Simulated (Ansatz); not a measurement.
# CH₈GaN: search for a transition state

Wanted: the transition state of a four-centre ligand exchange (form Ga1–C6, N2–H5 and break Ga1–N2, H5–C6). The guess is relaxed with those distances held, a saddle search follows, and vibrations and two downhill relaxations check it.

Method: PBE0-D4, def2-SVP first, then def2-TZVP; program: Ansatz 0.2.0, Gaussian basis.

154 further runs of the same task are left out: 2 that didn't finish, 152 set aside as unsound or not needed.

## 1. The starting structure

The guess: 11 atoms, charge 0, spin multiplicity 1.

Atoms are counted from 1 here; the program's logs count them from 0.

Bond lengths: Ga1–N2 1.960 Å, Ga1–H3 1.545 Å, Ga1–H4 1.545 Å, Ga1–H5 1.779 Å, Ga1–C6 2.209 Å, N2–H7 1.016 Å, N2–H8 1.016 Å, C6–H9 1.096 Å, C6–H10 1.101 Å, C6–H11 1.096 Å. Angles: N2–Ga1–H3 113.5°, N2–Ga1–H4 113.8°, N2–Ga1–H5 42.2°, N2–Ga1–C6 83.9°, H3–Ga1–H4 118.4°, H3–Ga1–H5 120.8°, H3–Ga1–C6 111.7°, H4–Ga1–H5 120.6°, H4–Ga1–C6 110.4°, H5–Ga1–C6 41.7°, Ga1–N2–H7 125.1°, Ga1–N2–H8 125.0°, H7–N2–H8 107.2°, Ga1–C6–H9 124.9°, Ga1–C6–H10 90.6°, Ga1–C6–H11 119.1°, H9–C6–H10 104.2°, H9–C6–H11 108.0° and more.

Coordinates:

```xyz
11

Ga   -0.51210   -0.21390   -0.99390
N     0.95740    1.03620   -0.64840
H    -0.09440   -1.43730   -1.84060
H    -1.85540    0.47830   -1.31560
H     0.47090    0.31520    0.39140
C    -0.35570   -0.62630    1.17050
H     0.85550    2.04060   -0.53520
H     1.93630    0.85450   -0.85010
H     0.49430   -1.12130    1.65410
H    -1.11670   -1.41740    1.08560
H    -0.78000    0.09130    1.88220
```

Distances that are to change: Ga1–C6 2.21 Å, N2–H5 1.36 Å, Ga1–N2 1.96 Å, H5–C6 1.48 Å.

## 2. Constrained relaxation of the guess

Input file hold/in.yaml:

```yaml
crystal:
  periodic: [false, false, false]
  atoms:
    - {symbol: Ga, position_ang: [-0.512100, -0.213900, -0.993900]}
    - {symbol: N, position_ang: [0.957400, 1.036200, -0.648400]}
    - {symbol: H, position_ang: [-0.094400, -1.437300, -1.840600]}
    - {symbol: H, position_ang: [-1.855400, 0.478300, -1.315600]}
    - {symbol: H, position_ang: [0.470900, 0.315200, 0.391400]}
    - {symbol: C, position_ang: [-0.355700, -0.626300, 1.170500]}
    - {symbol: H, position_ang: [0.855500, 2.040600, -0.535200]}
    - {symbol: H, position_ang: [1.936300, 0.854500, -0.850100]}
    - {symbol: H, position_ang: [0.494300, -1.121300, 1.654100]}
    - {symbol: H, position_ang: [-1.116700, -1.417400, 1.085600]}
    - {symbol: H, position_ang: [-0.780000, 0.091300, 1.882200]}
basis:
  gaussian: {orbitals: def2-SVP}
hamiltonian: {xc: pbe0, dispersion: d4}
relax: {f_tol: 0.04, max_steps: 150, escape_saddle: false, constraints: [{distance: [0, 5]}, {distance: [1, 4]}, {distance: [0, 1]}, {distance: [4, 5]}]}
```

The run is started by

```bash
ansatz run in.yaml --threads 4 --pin off --events-out ev --progress --plain --max-ram 9574MiB
```

Standard output, shortened:

```text
Functional definition: PBE0
  name "PBE0"
  cite "Adamo & Barone, J. Chem. Phys. 110, 6158 (1999) doi:10.1063/1.478522"
  cite "Perdew, Burke & Ernzerhof, Phys. Rev. Lett. 77, 3865 (1996) doi:10.1103/PhysRevLett.77.3865"
  parent pbe
[...]
1104 factors; integrals over basis functions are off by at most 4.6e-4 eV
[...]
mean field -55015.43374297 eV, -2021.7798992539 hartree, gradient 4.1e-5 eV, S^2 0.000000; 0 other end points of the search recorded, 0 dependent functions left out
[...]
reference -55015.43377344 eV, -2021.7799003736 hartree; 26, 26 occupied and 74, 74 virtual orbitals, 1104 factors
[...]
Atom 3 at    -1.864614     0.536694    -1.226522 Å, force    -0.002799    -0.001121    -0.004735 eV/Å
Atom 4 at     0.514494     0.343782     0.462786 Å, force     0.128396     0.298974    -0.580694 eV/Å
Atom 5 at    -0.357987    -0.615606     1.166374 Å, force     0.165424     0.131003    -0.071443 eV/Å
Atom 6 at     0.808800     2.040294    -0.608383 Å, force    -0.008987    -0.018676     0.008373 eV/Å
Atom 7 at     1.910521     0.835494    -0.925589 Å, force    -0.015761    -0.006098     0.008084 eV/Å
Atom 8 at     0.471546    -1.171837     1.633173 Å, force    -0.014422     0.005178    -0.000765 eV/Å
Atom 9 at    -1.133214    -1.379803     0.962806 Å, force    -0.005915    -0.001726    -0.003975 eV/Å
Atom 10 at    -0.802706     0.070309     1.904677 Å, force     0.009747    -0.001451    -0.016348 eV/Å
Dipole moment:     0.353824     0.291648     0.099467 e Å
```

Wall time 5.5 s (4 threads of Arm Neoverse V2, shared host).

The steps of the relaxation:

```
step  energy from step 1 (eV)  largest force component (eV/Å)
   1                   0.0000                          0.5253
   2                  -0.0890                          0.1181
   3                  -0.0940                          0.0724
   4                  -0.0950                          0.0304
```

Distances of close pairs at the start and the end, largest changes first:

```
  bond  before (Å)  after (Å)  change (Å)
Ga1–H5       1.779      1.866      +0.087
Ga1–H3       1.545      1.567      +0.022
Ga1–H4       1.545      1.567      +0.022
C6–H10       1.101      1.107      +0.006
 C6–H9       1.096      1.102      +0.006
C6–H11       1.096      1.102      +0.005
 N2–H8       1.016      1.018      +0.002
 N2–H7       1.016      1.018      +0.002
```

## 3. Force constants to start from

Input file hessian/in.yaml:

```yaml
crystal:
  periodic: [false, false, false]
  atoms:
    - {symbol: Ga, position_ang: [-0.504875, -0.207663, -0.999536]}
    - {symbol: N, position_ang: [0.961927, 1.034089, -0.614706]}
    - {symbol: H, position_ang: [-0.003793, -1.485853, -1.755081]}
    - {symbol: H, position_ang: [-1.864614, 0.536694, -1.226522]}
    - {symbol: H, position_ang: [0.514494, 0.343782, 0.462786]}
    - {symbol: C, position_ang: [-0.357987, -0.615606, 1.166374]}
    - {symbol: H, position_ang: [0.808800, 2.040294, -0.608383]}
    - {symbol: H, position_ang: [1.910521, 0.835494, -0.925589]}
    - {symbol: H, position_ang: [0.471546, -1.171837, 1.633173]}
    - {symbol: H, position_ang: [-1.133214, -1.379803, 0.962806]}
    - {symbol: H, position_ang: [-0.802706, 0.070309, 1.904677]}
basis:
  gaussian: {orbitals: def2-SVP}
hamiltonian: {xc: pbe0, dispersion: d4}
phonons: {}
scf: {lower_state_search: off}
```

The run is started by

```bash
ansatz run in.yaml --threads 4 --pin off --events-out ev --progress --plain --max-ram 9574MiB
```

Standard output, shortened:

```text
[... 5 set-up lines as earlier in the session ...]
[...]
1101 factors; integrals over basis functions are off by at most 4.0e-4 eV
[...]
mean field -55015.52786721 eV, -2021.7833582557 hartree, gradient 6.4e-6 eV, S^2 0.000000; 0 other end points of the search recorded, 0 dependent functions left out
[...]
WARN: phonons: modes at or below zero, which the zero-point energy, F, S and C_V leave out: 1, the lowest at -1569.51 cm⁻¹. A minimum has none, and a first-order saddle one
[...]
Atom 9 at    -1.133214    -1.379803     0.962806 Å, force    -0.005902    -0.001711    -0.003975 eV/Å
Atom 10 at    -0.802706     0.070309     1.904677 Å, force     0.009757    -0.001463    -0.016361 eV/Å
Dipole moment:     0.353823     0.291647     0.099469 e Å
Vibrations: -1569.51 99.59 304.98 348.79 395.50 449.85 468.82 587.63 641.31 681.93 685.65 710.83 732.91 761.37 1214.41 1327.97 1428.71 1502.34 1533.13 1758.68 1980.21 1982.44 3029.26 3112.63 3162.35 3556.88 3665.37 cm⁻¹, zero-point energy 2.239373 eV
Checks for a lower state left out: stability, starts, cluster_reference, orbital_swaps, neighbouring_geometries, increment
```

It took 49 s on 4 threads of Arm Neoverse V2, shared host.

The structure is not stationary yet, so these wavenumbers are no spectrum; the search needs only the force constants.

## 4. Saddle search in the small basis

The search itself is an outer loop (partitioned rational-function steps, Bofill update of the Hessian). Each step is one single-point run with forces. It stops when the largest force is under 0.04 eV/Å and the followed curvature is negative. The first step's input:

Input file presaddle/in.yaml:

```yaml
crystal:
  periodic: [false, false, false]
  atoms:
    - {symbol: Ga, position_ang: [-0.504875, -0.207663, -0.999536]}
    - {symbol: N, position_ang: [0.961927, 1.034089, -0.614706]}
    - {symbol: H, position_ang: [-0.003793, -1.485853, -1.755081]}
    - {symbol: H, position_ang: [-1.864614, 0.536694, -1.226522]}
    - {symbol: H, position_ang: [0.514494, 0.343782, 0.462786]}
    - {symbol: C, position_ang: [-0.357987, -0.615606, 1.166374]}
    - {symbol: H, position_ang: [0.808800, 2.040294, -0.608383]}
    - {symbol: H, position_ang: [1.910521, 0.835494, -0.925589]}
    - {symbol: H, position_ang: [0.471546, -1.171837, 1.633173]}
    - {symbol: H, position_ang: [-1.133214, -1.379803, 0.962806]}
    - {symbol: H, position_ang: [-0.802706, 0.070309, 1.904677]}
basis:
  gaussian: {orbitals: def2-SVP}
hamiltonian: {xc: pbe0, dispersion: d4}
output: {forces: true}
scf: {lower_state_search: off}
```

The run is started by

```bash
ansatz run in.yaml --threads 4 --pin off --events-out ev --progress --plain --max-ram 9574MiB
```

The driver's record:

```
step   energy (eV)  largest force (eV/Å)  followed curvature (eV/Å²)
   1  -55015.68310                0.7808                      -13.33
   2  -55015.69910                0.0622                      -13.16
   3  -55015.69939                0.0200                      -13.16
```

The 3 steps took 2.6 s in all (4 threads of Arm Neoverse V2, shared host).

## 5. Saddle search in triple zeta

A small driver takes partitioned rational-function steps: uphill along one mode, downhill along the rest. It calls the program once a step for energy and forces and updates the Hessian by Bofill's formula. It stops when the largest force is under 0.01 eV/Å and the followed curvature is negative. The first step's input:

Input file saddle/in.yaml:

```yaml
crystal:
  periodic: [false, false, false]
  atoms:
    - {symbol: Ga, position_ang: [-0.510265, -0.214175, -1.035633]}
    - {symbol: N, position_ang: [0.963117, 1.036003, -0.576716]}
    - {symbol: H, position_ang: [-0.004568, -1.509428, -1.753980]}
    - {symbol: H, position_ang: [-1.880455, 0.513142, -1.241861]}
    - {symbol: H, position_ang: [0.465728, 0.315358, 0.465088]}
    - {symbol: C, position_ang: [-0.328460, -0.594745, 1.167017]}
    - {symbol: H, position_ang: [0.799405, 2.040495, -0.601127]}
    - {symbol: H, position_ang: [1.908576, 0.842287, -0.900297]}
    - {symbol: H, position_ang: [0.476063, -1.198015, 1.617939]}
    - {symbol: H, position_ang: [-1.138310, -1.317230, 0.936864]}
    - {symbol: H, position_ang: [-0.750731, 0.086207, 1.922706]}
basis:
  gaussian: {orbitals: def2-TZVP}
hamiltonian: {xc: pbe0, dispersion: d4}
output: {forces: true}
scf: {lower_state_search: off}
```

The run is started by

```bash
ansatz run in.yaml --threads 4 --pin off --events-out ev --progress --plain --max-ram 9574MiB
```

Step by step:

```
step   energy (eV)  largest force (eV/Å)  followed curvature (eV/Å²)
   1  -55025.41129                0.3114                      -13.16
   2  -55025.41743                0.0153                      -13.07
   3  -55025.41749                0.0083                      -13.06
```

The 3 steps took 3.8 s in all (4 threads of Arm Neoverse V2, shared host).

Geometry at the end of the search:

```mol
CH8GaN
  3D, bonds by distance, orders not assigned

 11 10  0  0  0  0  0  0  0  0999 V2000
   -0.5110   -0.2122   -1.0348 Ga  0  0
    0.9649    1.0346   -0.5731 N   0  0
   -0.0068   -1.5044   -1.7564 H   0  0
   -1.8782    0.5170   -1.2441 H   0  0
    0.4657    0.3147    0.4553 H   0  0
   -0.3314   -0.5971    1.1680 C   0  0
    0.7991    2.0315   -0.5939 H   0  0
    1.9019    0.8369   -0.8962 H   0  0
    0.4757   -1.1820    1.6157 H   0  0
   -1.1284   -1.3230    0.9476 H   0  0
   -0.7515    0.0838    1.9119 H   0  0
  1  2  8  0
  1  3  8  0
  1  4  8  0
  1  5  8  0
  1  6  8  0
  2  7  8  0
  2  8  8  0
  6  9  8  0
  6 10  8  0
  6 11  8  0
M  END
```

Followed mode, largest move set to 1: H5 (0.59, 0.65, -0.48); Ga1 (-0.18, -0.22, 0.24); N2 (-0.01, -0.09, 0.29); H10 (-0.13, -0.18, 0.18).

## 6. Vibrations at the point found

Input file vib/in.yaml:

```yaml
crystal:
  periodic: [false, false, false]
  atoms:
    - {symbol: Ga, position_ang: [-0.511023, -0.212177, -1.034848]}
    - {symbol: N, position_ang: [0.964883, 1.034637, -0.573074]}
    - {symbol: H, position_ang: [-0.006760, -1.504417, -1.756428]}
    - {symbol: H, position_ang: [-1.878208, 0.517039, -1.244054]}
    - {symbol: H, position_ang: [0.465719, 0.314736, 0.455312]}
    - {symbol: C, position_ang: [-0.331435, -0.597091, 1.167971]}
    - {symbol: H, position_ang: [0.799141, 2.031479, -0.593936]}
    - {symbol: H, position_ang: [1.901865, 0.836886, -0.896165]}
    - {symbol: H, position_ang: [0.475731, -1.182010, 1.615718]}
    - {symbol: H, position_ang: [-1.128354, -1.322968, 0.947617]}
    - {symbol: H, position_ang: [-0.751459, 0.083786, 1.911887]}
basis:
  gaussian: {orbitals: def2-TZVP}
hamiltonian: {xc: pbe0, dispersion: d4}
phonons: {temperatures: {t_min: 298.15, t_max: 900, t_step: 200}}
```

The run is started by

```bash
ansatz run in.yaml --threads 4 --pin off --events-out ev --progress --plain --max-ram 9574MiB
```

Standard output, shortened:

```text
[... 5 set-up lines as earlier in the session ...]
[...]
1100 factors; their error is unknown
[...]
mean field -55025.26222131 eV, -2022.1410891710 hartree, gradient 1.1e-5 eV, S^2 0.000000; 0 other end points of the search recorded, 0 dependent functions left out
[...]
WARN: phonons: modes at or below zero, which the zero-point energy, F, S and C_V leave out: 1, the lowest at -1511.27 cm⁻¹. A minimum has none, and a first-order saddle one
[...]
Atom 8 at     0.475731    -1.182010     1.615718 Å, force    -0.000822    -0.002036     0.000036 eV/Å
Atom 9 at    -1.128354    -1.322968     0.947617 Å, force    -0.000249     0.001549    -0.001463 eV/Å
Atom 10 at    -0.751459     0.083786     1.911887 Å, force     0.001063    -0.000920    -0.000190 eV/Å
Dipole moment:     0.266709     0.229437     0.060118 e Å
Vibrations: -1511.27 104.53 299.72 301.45 398.84 436.84 464.17 594.24 645.57 662.27 667.66 694.79 727.05 762.05 1238.42 1321.13 1450.17 1528.41 1544.98 1770.11 1982.80 1987.05 3012.27 3091.47 3145.08 3550.32 3657.51 cm⁻¹, zero-point energy 2.234128 eV
```

It took 73 s on 4 threads of Arm Neoverse V2, shared host.

The modes, with what each moves most:

```
mode  wavenumber (cm⁻¹)               character
   1              1511i    changes N2–H5, H5–C6
   2                105                 torsion
   3                300                 torsion
   4                301  bend with Ga–C stretch
   5                399                    bend
   6                437       torsion with bend
   7                464   Ga–N and Ga–C stretch
   8                594  Ga–N stretch with bend
   9                646                 torsion
  10                662                    bend
  11                668       torsion with bend
  12                695                 torsion
  13                727       bend with torsion
  14                762                    bend
  15               1238                    bend
  16               1321                    bend
  17               1450                    bend
  18               1528                    bend
  19               1545                    bend
  20               1770            Ga–H stretch
  21               1983            Ga–H stretch
  22               1987            Ga–H stretch
  23               3012             C–H stretch
  24               3091             C–H stretch
  25               3145             C–H stretch
  26               3550             N–H stretch
  27               3658             N–H stretch
```

Vibrational sums (real modes only):

```
T (K)  entropy (J/mol/K)  heat capacity (J/mol/K)
  298               46.9                     67.7
  498               90.9                    104.0
  698              130.2                    128.8
  898              165.0                    147.1
```

[end of part 1 of 3]
